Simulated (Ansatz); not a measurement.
# AlCu, space group Pm-3m: cell relaxations under several functionals

Computed with Ansatz 0.2.0, Python API.

The cells in order, each with its output:

**Cell 1**
```python
import ansatz as az
import numpy as np
```

**Cell 2**
```python
def edges_and_angles(cell):
    cell = np.asarray(cell)
    a, b, c = np.linalg.norm(cell, axis=1)
    cosines = cell[1] @ cell[2] / (b * c), cell[0] @ cell[2] / (a * c), cell[0] @ cell[1] / (a * b)
    return (a, b, c, *np.degrees(np.arccos(cosines)))

system = (
    az.Lattice.of((2.997509, 0.0, 0.0), (0.0, 2.997509, 0.0), (0.0, 0.0, 2.997509))
    .atom('Al', (0.0, 0.0, 0.0))
    .atom('Cu', (0.5, 0.5, 0.5))
)
```

**Cell 3**
```python
system.resolved().sites[-1]
```
Output:
```text
Site(symbol='Cu', position=(0.5, 0.5, 0.5), moment=None, axis=None, held=None, saved=None)
```

**Cell 4**
```python
model = (
    system.calculation()
    .basis(550)
    .kpoints(7, center='gamma')
    .occupations('gaussian')
    .relax(cell=True, force_tolerance=0.01)
)
```

**Cell 5**
```python
levels = [('pbesol', 'none'), ('blyp', 'd3bj'), ('lda', 'none')]
print('level            a       b       c    alpha   beta  gamma  V/atom  steps')
for name, dispersion in levels:
    seen = []
    run = model.functional(name, dispersion=dispersion).session().plan()
    done = run.execute(on_event=lambda e: seen.append(e) if e['event'] == 'relax_step' else None)
    cell = done.lattice.cell_ang
    label = name if dispersion == 'none' else f'{name}+{dispersion}'
    print('{:13s} {:7.4f} {:7.4f} {:7.4f} {:6.2f} {:6.2f} {:6.2f}'.format(label, *edges_and_angles(cell)), f'{abs(np.linalg.det(cell)) / len(done.lattice.sites):7.3f} {len(seen):5d}')
```
Output:
```text
level            a       b       c    alpha   beta  gamma  V/atom  steps
pbesol         2.9603  2.9603  2.9603  90.00  90.00  90.00  12.971     5
blyp+d3bj      2.9205  2.9205  2.9205  90.00  90.00  90.00  12.455     5
lda            2.9279  2.9279  2.9279  90.00  90.00  90.00  12.550     5
```

From smallest to largest: BLYP+D3BJ (12.46 Å³ an atom, -7.5 % against the start), LDA (12.55 Å³ an atom, -6.8 % against the start) and PBEsol (12.97 Å³ an atom, -3.7 % against the start). The spread is 4.1 % in volume.

Reading the output:
- Forces vanish by symmetry, so the ions can't move, and the end may be a saddle.
- BLYP and dispersion corrections can be off by several per cent in the lattices of metals, and by several GPa in the pressure at a fixed cell.
- The mesh is modest for a metal, so energies can be off by several to tens of meV an atom and pressures by half a GPa or more; differences at equal mesh fare better.
- This cell is a computed structure, which may not be the phase found in nature.
- It ran for 14 s on 1 thread of Arm Neoverse V1 (shared host), peak memory 0.37 GiB.

(Lines on the test bed's own set-up are left out of the output.)
